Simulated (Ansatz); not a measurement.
# AlGeH₄+ (triplet): wave-function methods side by side, cc-pVDZ

How much of the correlation energy of AlGeH₄+ (triplet) does each wave-function method recover here?

The runs use Ansatz 0.2.0, Gaussian basis; cc-pVDZ, core rule «outside noble gas», up to 19 orbitals frozen.

To be run: UHF; CCSD(T) on ROHF; CCSD(T) on UHF; BCCD(T) on ROHF; CISD; CCSDT(Q) on ROHF; CCSDT(Q) on UHF; CASSCF and MRCISD+Q, 10 electrons in 10 orbitals; CASSCF and NEVPT2, 10 electrons in 10 orbitals.

18 further runs of the same task are left out: 6 that didn't finish, 12 set aside as unsound or not needed.

## (1) The system

The geometry is a PBE0/def2-TZVP stationary point (not a proven minimum) of the parent state, kept for this charge and spin. No spin-orbit coupling is included. The filled d shell of Ge may be among the frozen orbitals whatever the setting's name suggests; the logs give the count.

6 atoms, charge 1, spin multiplicity 3.

Atoms are counted from 1 here; the program's logs count them from 0.

Bond lengths: Ge1–Al2 2.663 Å, Ge1–H3 1.726 Å, Ge1–H4 1.726 Å, Al2–H3 1.762 Å, Al2–H4 1.762 Å, Al2–H5 1.582 Å, Al2–H6 1.582 Å. Angles: Al2–Ge1–H3 40.7°, Al2–Ge1–H4 40.7°, H3–Ge1–H4 81.4°, Ge1–Al2–H3 39.7°, Ge1–Al2–H4 39.7°, Ge1–Al2–H5 117.5°, Ge1–Al2–H6 117.5°, H3–Al2–H4 79.5°, H3–Al2–H5 110.8°, H3–Al2–H6 110.8°, H4–Al2–H5 110.8°, H4–Al2–H6 110.8°, H5–Al2–H6 124.9°, Ge1–H3–Al2 99.6°, Ge1–H4–Al2 99.6°.

As a file:

```
Ge    0.00000    0.00000    0.78467
Al    0.00000    0.00000   -1.87842
H    -1.12599    0.00000   -0.52358
H     1.12599    0.00000   -0.52358
H     0.00000   -1.40271   -2.60957
H     0.00000    1.40271   -2.60957
```

In the tables R marks a restricted open-shell determinant and U an unrestricted one; 'frontier' is the active space of 10 electrons in 10 orbitals; energies count from the table's Hartree-Fock row.

## (2) UHF

The input, in.yaml:

```yaml
crystal:
  periodic: [false, false, false]
  atoms:
    - {symbol: Ge, position_ang: [0.000000, 0.000000, 0.784674]}
    - {symbol: Al, position_ang: [0.000000, 0.000000, -1.878421]}
    - {symbol: H, position_ang: [-1.125990, -0.000002, -0.523581]}
    - {symbol: H, position_ang: [1.125990, 0.000002, -0.523581]}
    - {symbol: H, position_ang: [0.000002, -1.402706, -2.609571]}
    - {symbol: H, position_ang: [-0.000002, 1.402706, -2.609571]}
basis:
  gaussian: {orbitals: cc-pVDZ}
total_charge: 1
magnetization: {spin_polarized: true, initial_magnetization: 2}
hamiltonian: {xc: hf}
output: {orbitals: {seedname: orbitals}}
```

The run is started by

```sh
$ ansatz run in.yaml --threads 1 --pin off --events-out ev --progress --plain --max-ram 2393MiB
```

The log of the run:

```text
Functional definition: HF
  name "HF"
  cite "Fock, Z. Phys. 61, 126 (1930) doi:10.1007/BF01340294"
  parent pbe
  exchange = exact_x
  correlation = 0
681 factors; integrals over basis functions are off by at most 1.1e-3 eV
mean field evaluation 1: about -63106.7979 eV, gradient 9.5e0 eV
mean field evaluation 2: about -63106.8036 eV, gradient 9.5e0 eV
mean field evaluation 4: about -63108.3048 eV, gradient 1.8e0 eV
mean field evaluation 8: about -63108.4220 eV, gradient 8.8e-2 eV
mean field evaluation 16: about -63107.1830 eV, gradient 3.6e-1 eV
mean field -63108.42255611 eV, -2319.1917525119 hartree, gradient 2.5e-5 eV, S^2 2.009500; 0 other end points of the search recorded, 0 dependent functions left out
reference -63108.42255611 eV, -2319.1917525119 hartree; 25, 23 occupied and 40, 42 virtual orbitals, 681 factors
Total energy: -63108.42255611 eV, -2319.1917525119 hartree
```

Wall time 2 s (1 thread of Arm Neoverse V1, shared host).

From the report: ⟨S²⟩ of the determinant 2.009 (pure triplet: 2.00).

## (3) CCSD(T) on ROHF

in.yaml, as its differences from that of step 2:

```diff
@@ -12,4 +12,4 @@
 total_charge: 1
-magnetization: {spin_polarized: true, initial_magnetization: 2}
-hamiltonian: {xc: hf}
-output: {orbitals: {seedname: orbitals}}
+magnetization: {spin_polarized: false, initial_magnetization: 2}
+correlation: {method: ccsd_t, electrons: outside_noble_gas}
+output: {forces: true}
```

The command is unchanged.

The log of the run, cut to the lines that bear on the results:

```text
Functional definition: HF
  name "HF"
  cite "Fock, Z. Phys. 61, 126 (1930) doi:10.1007/BF01340294"
  parent pbe
[...]
681 factors; integrals over basis functions are off by at most 1.1e-3 eV
[...]
mean field -63108.34861804 eV, -2319.1890353379 hartree, gradient 1.8e-6 eV, S^2 2.000000; 5 other end points of the search recorded, 0 dependent functions left out
[...]
determinant -63108.34861804 eV, -2319.1890353379 hartree, with singles and doubles -63113.11134847 eV, -2319.3640624530 hartree
determinant -63106.63465567 eV, -2319.1260483825 hartree, with singles and doubles -63112.00550788 eV, -2319.3234235606 hartree
determinant -63105.72939170 eV, -2319.0927805453 hartree, with singles and doubles -63110.67853749 eV, -2319.2746582986 hartree
determinant -63105.46010064 eV, -2319.0828842813 hartree, with singles and doubles -63110.68723373 eV, -2319.2749778792 hartree
[...]
second order -3.61255975 eV of doubles, -0.03549084 eV of singles
cycle   1  -4.76312745 eV  change   -4.0e-4 eV  update   1.7e-3
[...]
cycle   9  -4.76474079 eV  change    1.8e-6 eV  update   1.2e-6
perturbative correction -0.13329208 eV, -0.0048983937 hartree
[...]
Total energy: -63113.24665092 eV, -2319.3690347261 hartree
Atom 0 at     0.000000     0.000000     0.784674 Å, force    -0.000000    -0.000000    -1.855999 eV/Å
Atom 1 at     0.000000     0.000000    -1.878421 Å, force     0.000000     0.000000    -1.989815 eV/Å
Atom 2 at    -1.125990    -0.000002    -0.523581 Å, force    -0.440024    -0.000000     1.442616 eV/Å
Atom 3 at     1.125990     0.000002    -0.523581 Å, force     0.440024    -0.000000     1.442616 eV/Å
Atom 4 at     0.000002    -1.402706    -2.609571 Å, force    -0.000000    -0.208406     0.480291 eV/Å
Atom 5 at    -0.000002     1.402706    -2.609571 Å, force     0.000000     0.208406     0.480291 eV/Å
Dipole moment:     0.000000    -0.000000     0.014989 e Å
```

It took 16 s on 1 thread of Arm Neoverse V1, shared host.

From the report: correlation -4.8980 eV; T1 0.035; largest double amplitude 0.04.

## (4) CCSD(T) on UHF

in.yaml, as its differences from that of step 3:

```diff
@@ -12,3 +12,3 @@
 total_charge: 1
-magnetization: {spin_polarized: false, initial_magnetization: 2}
+magnetization: {spin_polarized: true, initial_magnetization: 2}
 correlation: {method: ccsd_t, electrons: outside_noble_gas}
```

The command is unchanged.

The log of the run, cut to the lines that bear on the results:

```text
Functional definition: HF
  name "HF"
  cite "Fock, Z. Phys. 61, 126 (1930) doi:10.1007/BF01340294"
  parent pbe
[...]
681 factors; integrals over basis functions are off by at most 1.1e-3 eV
[...]
mean field -63108.42255611 eV, -2319.1917525119 hartree, gradient 1.3e-6 eV, S^2 2.009499; 6 other end points of the search recorded, 0 dependent functions left out
determinant -63108.42255611 eV, -2319.1917525119 hartree, with singles and doubles -63113.12499864 eV, -2319.3645640874 hartree
determinant -63107.18828183 eV, -2319.1463937686 hartree, with singles and doubles -63112.01775687 eV, -2319.3238737030 hartree
determinant -63105.88481064 eV, -2319.0984920859 hartree, with singles and doubles -63110.68884652 eV, -2319.2750371482 hartree
determinant -63105.88082846 eV, -2319.0983457436 hartree, with singles and doubles -63110.70192213 eV, -2319.2755176681 hartree
[...]
second order -3.60594423 eV of doubles, -0.00000000 eV of singles
cycle   1  -4.70271514 eV  change   -2.7e-4 eV  update   1.7e-3
[...]
cycle   9  -4.70421785 eV  change    1.9e-6 eV  update   9.4e-7
perturbative correction -0.13175076 eV, -0.0048417510 hartree
[...]
Total energy: -63113.25852472 eV, -2319.3694710804 hartree
Atom 0 at     0.000000     0.000000     0.784674 Å, force    -0.000000    -0.000000    -1.865274 eV/Å
Atom 1 at     0.000000     0.000000    -1.878421 Å, force    -0.000000     0.000000    -1.992496 eV/Å
Atom 2 at    -1.125990    -0.000002    -0.523581 Å, force    -0.437047    -0.000000     1.447781 eV/Å
Atom 3 at     1.125990     0.000002    -0.523581 Å, force     0.437047    -0.000000     1.447781 eV/Å
Atom 4 at     0.000002    -1.402706    -2.609571 Å, force     0.000000    -0.206584     0.481104 eV/Å
Atom 5 at    -0.000002     1.402706    -2.609571 Å, force     0.000000     0.206584     0.481104 eV/Å
Dipole moment:     0.000000     0.000000     0.017208 e Å
```

It took 15 s on 1 thread of Arm Neoverse V1, shared host.

From the report: ⟨S²⟩ of the determinant 2.009 (pure triplet: 2.00); correlation -4.8360 eV; T1 0.029; largest double amplitude 0.04.

## (5) BCCD(T) on ROHF

in.yaml, as its differences from that of step 4:

```diff
@@ -12,4 +12,3 @@
 total_charge: 1
-magnetization: {spin_polarized: true, initial_magnetization: 2}
-correlation: {method: ccsd_t, electrons: outside_noble_gas}
-output: {forces: true}
+magnetization: {spin_polarized: false, initial_magnetization: 2}
+correlation: {method: bccd_t, electrons: outside_noble_gas}
```

Launched as before.

The log of the run, cut to the lines that bear on the results:

```text
Functional definition: HF
  name "HF"
  cite "Fock, Z. Phys. 61, 126 (1930) doi:10.1007/BF01340294"
  parent pbe
[...]
681 factors; integrals over basis functions are off by at most 1.1e-3 eV
[...]
mean field -63108.34861804 eV, -2319.1890353379 hartree, gradient 1.8e-6 eV, S^2 2.000000; 5 other end points of the search recorded, 0 dependent functions left out
[...]
determinant -63108.34861804 eV, -2319.1890353379 hartree, with singles and doubles -63113.11134847 eV, -2319.3640624530 hartree
determinant -63106.63465567 eV, -2319.1260483825 hartree, with singles and doubles -63112.00550788 eV, -2319.3234235606 hartree
determinant -63105.72939170 eV, -2319.0927805453 hartree, with singles and doubles -63110.67853749 eV, -2319.2746582986 hartree
determinant -63105.46010064 eV, -2319.0828842813 hartree, with singles and doubles -63110.68723373 eV, -2319.2749778792 hartree
19 core orbitals not correlated: weight in the atoms' cores, before any rotation towards them, 1.000 or more for the frozen orbitals, at most 0.000 for the correlated occupied ones
reference -63108.34861804 eV, -2319.1890353379 hartree; 6, 4 occupied and 40, 42 virtual orbitals, 681 factors
second order -3.61255975 eV of doubles, -0.03549084 eV of singles
cycle   1  -4.76352843 eV  change   -8.0e-4 eV  update   1.2e-2
[...]
cycle  10  -4.75787632 eV  change    2.8e-6 eV  update   4.9e-6
perturbative correction -0.14113169 eV, -0.0051864939 hartree
Total energy: -63113.24762605 eV, -2319.3690705617 hartree
```

Run time: 10 s. Hardware: 1 thread of Arm Neoverse V1, shared host.

From the report: correlation -4.8990 eV; largest double amplitude 0.04.

## (6) CISD

in.yaml, as its differences from that of step 5:

```diff
@@ -13,2 +13,2 @@
 magnetization: {spin_polarized: false, initial_magnetization: 2}
-correlation: {method: bccd_t, electrons: outside_noble_gas}
+correlation: {active_space: {ras: {orbitals: [4, 2, 40], electrons: 10, max_holes: 2, max_particles: 2}, fixed_orbitals: true}}
```

The command is unchanged.

The log of the run:

```text
Functional definition: HF
  name "HF"
  cite "Fock, Z. Phys. 61, 126 (1930) doi:10.1007/BF01340294"
  parent pbe
  exchange = exact_x
  correlation = 0
681 factors; integrals over basis functions are off by at most 1.1e-3 eV
mean field evaluation 1: about -63106.7313 eV, gradient 1.1e1 eV
mean field evaluation 2: about -63106.7368 eV, gradient 1.1e1 eV
mean field evaluation 4: about -63108.2270 eV, gradient 2.6e0 eV
mean field evaluation 8: about -63108.3486 eV, gradient 5.4e-4 eV
mean field evaluation 16: about -63106.6347 eV, gradient 2.2e-5 eV
mean field evaluation 32: about -63106.9653 eV, gradient 2.3e0 eV
mean field -63108.34861804 eV, -2319.1890353379 hartree, gradient 1.8e-6 eV, S^2 2.000000; 3 other end points of the search recorded, 0 dependent functions left out
reference -63108.34861804 eV, -2319.1890353379 hartree; 25, 23 occupied and 40, 42 virtual orbitals, 681 factors
state -63112.76931203 eV, -2319.3514928456 hartree
Total energy: -63112.76931203 eV, -2319.3514928456 hartree
```

It took 4.9 s on 1 thread of Arm Neoverse V1, shared host.

From the report: 58,596 determinants.

## (7) CCSDT(Q) on ROHF

in.yaml, as its differences from that of step 6:

```diff
@@ -13,2 +13,2 @@
 magnetization: {spin_polarized: false, initial_magnetization: 2}
-correlation: {active_space: {ras: {orbitals: [4, 2, 40], electrons: 10, max_holes: 2, max_particles: 2}, fixed_orbitals: true}}
+correlation: {method: ccsdt_q, electrons: outside_noble_gas}
```

Launched as before.

The log of the run, cut to the lines that bear on the results:

```text
Functional definition: HF
  name "HF"
  cite "Fock, Z. Phys. 61, 126 (1930) doi:10.1007/BF01340294"
  parent pbe
[...]
1282 factors; integrals over basis functions are off by at most 2.2e-7 eV
[...]
mean field -63108.34873659 eV, -2319.1890396947 hartree, gradient 1.6e-6 eV, S^2 2.000000; 5 other end points of the search recorded, 0 dependent functions left out
[...]
determinant -63108.34873659 eV, -2319.1890396947 hartree, with singles and doubles -63113.11147201 eV, -2319.3640669930 hartree
determinant -63106.63478389 eV, -2319.1260530947 hartree, with singles and doubles -63112.00563972 eV, -2319.3234284058 hartree
determinant -63105.72951247 eV, -2319.0927849834 hartree, with singles and doubles -63110.67866266 eV, -2319.2746628983 hartree
determinant -63105.46022274 eV, -2319.0828887683 hartree, with singles and doubles -63110.68735843 eV, -2319.2749824620 hartree
19 core orbitals not correlated: weight in the atoms' cores, before any rotation towards them, 1.000 or more for the frozen orbitals, at most 0.000 for the correlated occupied ones
reference -63108.34873659 eV, -2319.1890396947 hartree; 6, 4 occupied and 40, 42 virtual orbitals, 1282 factors
second order -3.61261917 eV of doubles, -0.03549087 eV of singles
cycle   1  -4.39420993 eV  change   -7.5e-1 eV  update   8.5e-2
[...]
cycle  20  -4.93869005 eV  change   -6.7e-7 eV  update   3.7e-7
perturbative correction -0.00498602 eV, -0.0001832328 hartree
Total energy: -63113.29241267 eV, -2319.3707164394 hartree
```

It took 67 s on 1 thread of Arm Neoverse V1, shared host; peak memory 0.8 GiB.

From the report: correlation -4.9437 eV; T1 0.040; largest double amplitude 0.05.

## (8) CCSDT(Q) on UHF

in.yaml, as its differences from that of step 7:

```diff
@@ -12,3 +12,3 @@
 total_charge: 1
-magnetization: {spin_polarized: false, initial_magnetization: 2}
+magnetization: {spin_polarized: true, initial_magnetization: 2}
 correlation: {method: ccsdt_q, electrons: outside_noble_gas}
```

The command is unchanged.

The log of the run, cut to the lines that bear on the results:

```text
Functional definition: HF
  name "HF"
  cite "Fock, Z. Phys. 61, 126 (1930) doi:10.1007/BF01340294"
  parent pbe
[...]
1282 factors; integrals over basis functions are off by at most 2.2e-7 eV
[...]
mean field -63108.42267474 eV, -2319.1917568714 hartree, gradient 8.3e-6 eV, S^2 2.009499; 6 other end points of the search recorded, 0 dependent functions left out
determinant -63108.42267474 eV, -2319.1917568714 hartree, with singles and doubles -63113.12512196 eV, -2319.3645686195 hartree
determinant -63107.18841177 eV, -2319.1463985440 hartree, with singles and doubles -63112.01788861 eV, -2319.3238785443 hartree
determinant -63105.88493243 eV, -2319.0984965616 hartree, with singles and doubles -63110.68897441 eV, -2319.2750418481 hartree
determinant -63105.88095404 eV, -2319.0983503585 hartree, with singles and doubles -63110.70204766 eV, -2319.2755222812 hartree
determinant -63105.17307192 eV, -2319.0723361703 hartree, with singles and doubles -63110.29130292 eV, -2319.2604276905 hartree
19 core orbitals not correlated: weight in the atoms' cores, before any rotation towards them, 1.000 or more for the frozen orbitals, at most 0.000 for the correlated occupied ones
reference -63108.42267474 eV, -2319.1917568714 hartree; 6, 4 occupied and 40, 42 virtual orbitals, 1282 factors
second order -3.60600338 eV of doubles, -0.00000000 eV of singles
cycle   1  -4.34604687 eV  change   -7.4e-1 eV  update   8.4e-2
[...]
cycle  20  -4.87656208 eV  change   -5.6e-7 eV  update   3.4e-7
perturbative correction -0.00560998 eV, -0.0002061630 hartree
Total energy: -63113.30484679 eV, -2319.3711733852 hartree
```

Run time: 62 s. Hardware: 1 thread of Arm Neoverse V1, shared host; peak memory 0.63 GiB.

From the report: ⟨S²⟩ of the determinant 2.009 (pure triplet: 2.00); correlation -4.8822 eV; T1 0.033; largest double amplitude 0.05.

## (9) CASSCF and MRCISD+Q, 10 electrons in 10 orbitals

in.yaml, as its differences from that of step 8:

```diff
@@ -12,3 +12,3 @@
 total_charge: 1
-magnetization: {spin_polarized: true, initial_magnetization: 2}
-correlation: {method: ccsdt_q, electrons: outside_noble_gas}
+magnetization: {spin_polarized: false, initial_magnetization: 2}
+correlation: {method: fic_mrcisd_q, electrons: outside_noble_gas, active_space: {window: {electrons: 10, orbitals: 10}}}
```

Same command.

The log of the run, cut to the lines that bear on the results:

```text
Functional definition: HF
  name "HF"
  cite "Fock, Z. Phys. 61, 126 (1930) doi:10.1007/BF01340294"
  parent pbe
[...]
681 factors; integrals over basis functions are off by at most 1.1e-3 eV
[...]
mean field -63108.34861804 eV, -2319.1890353379 hartree, gradient 1.8e-6 eV, S^2 2.000000; 3 other end points of the search recorded, 0 dependent functions left out
reference -63108.34861804 eV, -2319.1890353379 hartree; 25, 23 occupied and 40, 42 virtual orbitals, 681 factors
state -63110.20877034 eV, -2319.2573946741 hartree
contracted CI cycle   1: correlation 0.00000000 eV, 0.0000000000 hartree, residual 1.23e1 eV
contracted CI cycle   2: correlation -2.68942181 eV, -0.0988344286 hartree, residual 2.65e0 eV
contracted CI cycle   3: correlation -2.82082544 eV, -0.1036634229 hartree, residual 6.68e-1 eV
contracted CI cycle   4: correlation -2.82841212 eV, -0.1039422281 hartree, residual 1.64e-1 eV
[...]
contracted CI cycle   4: correlation -3.17926179 eV, -0.1168357159 hartree, residual 2.03e-1 eV
contracted CI cycle   5: correlation -3.17997879 eV, -0.1168620649 hartree, residual 5.76e-2 eV
contracted CI cycle   6: correlation -3.18003380 eV, -0.1168640865 hartree, residual 1.55e-2 eV
contracted CI cycle   7: correlation -3.18003799 eV, -0.1168642406 hartree, residual 4.12e-3 eV
contracted CI cycle   8: correlation -3.18003829 eV, -0.1168642516 hartree, residual 1.24e-3 eV
state -63109.81489673 eV, -2319.2429200860 hartree; corrected -63113.23209074 eV, -2319.3684996496 hartree
state -63109.81489673 eV, -2319.2429200860 hartree; corrected -63113.23209074 eV, -2319.3684996496 hartree
the orbitals are reached from a further start. From the first start the search ends at -63110.20875219 eV, -2319.2573940070 hartree
WARN: the results are in doubt because another end's mean lies 0.394 eV lower, and its corrected mean 0.009 eV higher
Total energy: -63113.23209074 eV, -2319.3684996496 hartree
In doubt: another end's mean lies 0.394 eV lower, and its corrected mean 0.009 eV higher
```

It took 31 s on 1 thread of Arm Neoverse V1, shared host; peak memory 0.58 GiB.

From the report: 15,680 determinants; active occupations 2.00, 2.00, 1.97, 1.95, 1.01, 1.00, 0.03, 0.03, 0.01, 0.01. The program marks this result as in doubt; its last lines say why.

## (10) CASSCF and NEVPT2, 10 electrons in 10 orbitals

in.yaml, as its differences from that of step 9:

```diff
@@ -13,2 +13,2 @@
 magnetization: {spin_polarized: false, initial_magnetization: 2}
-correlation: {method: fic_mrcisd_q, electrons: outside_noble_gas, active_space: {window: {electrons: 10, orbitals: 10}}}
+correlation: {method: sc_nevpt2, electrons: outside_noble_gas, active_space: {window: {electrons: 10, orbitals: 10}}}
```

Launched as before.

The log of the run, cut to the lines that bear on the results:

```text
Functional definition: HF
  name "HF"
  cite "Fock, Z. Phys. 61, 126 (1930) doi:10.1007/BF01340294"
  parent pbe
[...]
681 factors; integrals over basis functions are off by at most 1.1e-3 eV
[...]
mean field -63108.34861804 eV, -2319.1890353379 hartree, gradient 1.8e-6 eV, S^2 2.000000; 3 other end points of the search recorded, 0 dependent functions left out
reference -63108.34861804 eV, -2319.1890353379 hartree; 25, 23 occupied and 40, 42 virtual orbitals, 681 factors
state -63110.20877034 eV, -2319.2573946741 hartree
state -63110.20877034 eV, -2319.2573946741 hartree; corrected -63112.25406004 eV, -2319.3325576840 hartree
state -63109.81489673 eV, -2319.2429200860 hartree
state -63109.81489673 eV, -2319.2429200860 hartree; corrected -63112.10492829 eV, -2319.3270771934 hartree
state -63110.20877034 eV, -2319.2573946741 hartree; corrected -63112.25406004 eV, -2319.3325576840 hartree
Total energy: -63112.25406004 eV, -2319.3325576840 hartree
```

Wall time 25 s (1 thread of Arm Neoverse V1, shared host).

From the report: 16,072 determinants; active occupations 1.98, 1.97, 1.96, 1.96, 1.01, 1.00, 0.04, 0.03, 0.03, 0.02.

## (11) All levels against the top one

The yardstick is UCCSDT(Q), where the cluster series has nearly closed. Rows without a time come out of other runs: HF, MP2 and CCSD of CCSD(T), CCSDT of CCSDT(Q), CASSCF and MRCISD of the multireference runs. The times of RCCSD(T), UCCSD(T) include forces.

```csv
method,energy from the lowest RHF (kJ/mol),from UCCSDT(Q) (kJ/mol),time
RHF,0.0,+478.2,
UHF,-7.1,+471.1,
RMP2,-352.0,+126.2,
UMP2,-355.1,+123.1,
CISD,-426.5,+51.7,4.9 s
RCCSD,-459.7,+18.5,
UCCSD,-461.0,+17.2,
RCCSD(T),-472.6,+5.6,16 s
UCCSD(T),-473.7,+4.5,15 s
BCCD(T),-472.7,+5.5,10 s
RCCSDT,-476.5,+1.7,
UCCSDT,-477.7,+0.5,
RCCSDT(Q),-477.0,+1.2,67 s
UCCSDT(Q),-478.2,0,62 s
CASSCF frontier,-179.5,+298.7,
NEVPT2 frontier,-376.8,+101.4,25 s
```

Among the levels timed on like hardware and quicker than the yardstick, those that no quicker one beats, quickest first: CISD (4.9 s, +51.7 kJ/mol); BCCD(T) (10 s, +5.5 kJ/mol); UCCSD(T) (15 s, +4.5 kJ/mol).

Not comparable, so not listed: CASSCF and MRCISD+Q, 10 electrons in 10 orbitals (they don't share determinant, frozen orbitals or solution with the rows shown, or repeat one).

## (12) Outcome

| quantity | value |
| --- | --- |
| UCCSDT(Q) below the RHF energy | -4.9562 eV |
| RMP2 from UCCSDT(Q) | +126.2 kJ/mol |
| UMP2 from UCCSDT(Q) | +123.1 kJ/mol |
| RCCSD from UCCSDT(Q) | +18.5 kJ/mol |
| RCCSD(T) from UCCSDT(Q) | +5.6 kJ/mol |
| UCCSD(T) from UCCSDT(Q) | +4.5 kJ/mol |
| RCCSDT(Q) from UCCSDT(Q) | +1.2 kJ/mol |
| NEVPT2 frontier from UCCSDT(Q) | +101.4 kJ/mol |
| levels within 1 kcal/mol (43 meV) | RCCSDT, UCCSDT, RCCSDT(Q) |
| T1 diagnostic | 0.035 |

**Reading.** RCCSD(T) lands +5.6 kJ/mol from the yardstick (1.2 % of the correlation energy). These misses are within one basis, not against nature; the frozen cores of restricted and unrestricted runs differ, which can shift their rows.

For cost: UCCSD(T) gets within 4.5 kJ/mol in 15 s, where UCCSDT(Q) took 62 s; the quickest level in the cost chart, CISD, takes 4.9 s and misses by 51.7 kJ/mol.
